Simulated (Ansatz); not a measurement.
# C₄H₇ClSi: one species, many methods

An exercise on one series of results from a longer session: the logs are not shown, and one member is left open.

Computed with Ansatz 0.2.0, Gaussian basis. Level: functionals in def2-TZVPP, the program's frozen cores in correlated methods.

The runs, in order: PBE-D4, r2SCAN-D4, PBE0-D4, B3LYP-D4, ωB97X-V, ωB97M-V, B2PLYP; CCSD(T)/def2-TZVPP; MP2/def2-QZVPP; extrapolation to the limit.

**The relaxed structure**

An earlier PBE0-D4 in a triple-zeta def2 set relaxation fixed the geometry.

SMILES `C=C=C([SiH3])CCl`, 13 atoms, charge 0, spin multiplicity 1.

Atoms are counted from 1 here; the program's logs count them from 0.

Bond lengths: C1–C2 1.300 Å, C1–H7 1.085 Å, C1–H8 1.085 Å, C2–C3 1.304 Å, C3–Si4 1.875 Å, C3–C5 1.498 Å, Si4–H9 1.488 Å, Si4–H10 1.483 Å, Si4–H11 1.484 Å, C5–Cl6 1.793 Å, C5–H12 1.088 Å, C5–H13 1.090 Å. Angles: C2–C1–H7 121.0°, C2–C1–H8 121.2°, H7–C1–H8 117.8°, C1–C2–C3 178.8°, C2–C3–Si4 118.7°, C2–C3–C5 120.6°, Si4–C3–C5 120.7°, C3–Si4–H9 108.6°, C3–Si4–H10 108.4°, C3–Si4–H11 111.4°, H9–Si4–H10 110.0°, H9–Si4–H11 108.7°, H10–Si4–H11 109.6°, C3–C5–Cl6 111.3°, C3–C5–H12 111.8°, C3–C5–H13 111.2°, Cl6–C5–H12 107.1°, Cl6–C5–H13 105.6° and more.

Set-up of the first run:

Contents of in.yaml:

```yaml
crystal:
  periodic: [false, false, false]
  atoms:
    - {symbol: C, position_ang: [-2.402378, -0.540185, 0.163439]}
    - {symbol: C, position_ang: [-1.157701, -0.175365, 0.078069]}
    - {symbol: C, position_ang: [0.096095, 0.167681, -0.019108]}
    - {symbol: Si, position_ang: [1.368803, -1.160631, -0.383755]}
    - {symbol: C, position_ang: [0.509617, 1.598521, 0.145073]}
    - {symbol: Cl, position_ang: [1.698292, 1.786015, 1.474818]}
    - {symbol: H, position_ang: [-2.827713, -0.857456, 1.109894]}
    - {symbol: H, position_ang: [-3.049758, -0.537280, -0.707187]}
    - {symbol: H, position_ang: [2.320194, -0.640587, -1.402670]}
    - {symbol: H, position_ang: [0.662075, -2.353631, -0.910176]}
    - {symbol: H, position_ang: [2.130391, -1.531024, 0.834637]}
    - {symbol: H, position_ang: [-0.337529, 2.239412, 0.381367]}
    - {symbol: H, position_ang: [1.010212, 1.969731, -0.749499]}
basis:
  gaussian: {orbitals: def2-TZVPP}
hamiltonian: {xc: pbe, dispersion: d4}
output: {forces: true, orbitals: {seedname: orbitals}}
```

Command:

```console
$ ansatz run in.yaml --threads 2 --pin off --events-out ev --progress --plain --max-ram 22528MiB --backend cuda --devices 0, --max-vram 18GiB
```

Among the steps run: PBE-D4 (GGA); r2SCAN-D4 (meta-GGA); PBE0-D4 (hybrid); B3LYP-D4 (hybrid); ωB97X-V (range-separated); ωB97M-V (range-separated); B2PLYP (double hybrid); CCSD(T) in def2-TZVPP; MP2 in def2-QZVPP.

One of the session's tables, all rows but one given; the rest of the session is left out.

```
            method  atomisation energy (kJ/mol)
            PBE-D4                       5105.1
         r2SCAN-D4                       5007.4
           PBE0-D4                       5022.8
          B3LYP-D4                       4988.5
           ωB97X-V                       4990.2
           ωB97M-V                            ?
            B2PLYP                       4930.0
     HF/def2-TZVPP                       3684.5
    MP2/def2-TZVPP                       4933.1
   CCSD/def2-TZVPP                       4769.5
CCSD(T)/def2-TZVPP                       4851.3
           MP2/CBS                       5055.4
       CCSD(T)/CBS                       4973.5
```

**Question.** Estimate the row for ωB97M-V.

As computed: atomisation energy (kJ/mol): 4997.9. In the column «atomisation energy (kJ/mol)» it lies between ωB97X-V (4990.2) and r2SCAN-D4 (5007.4).
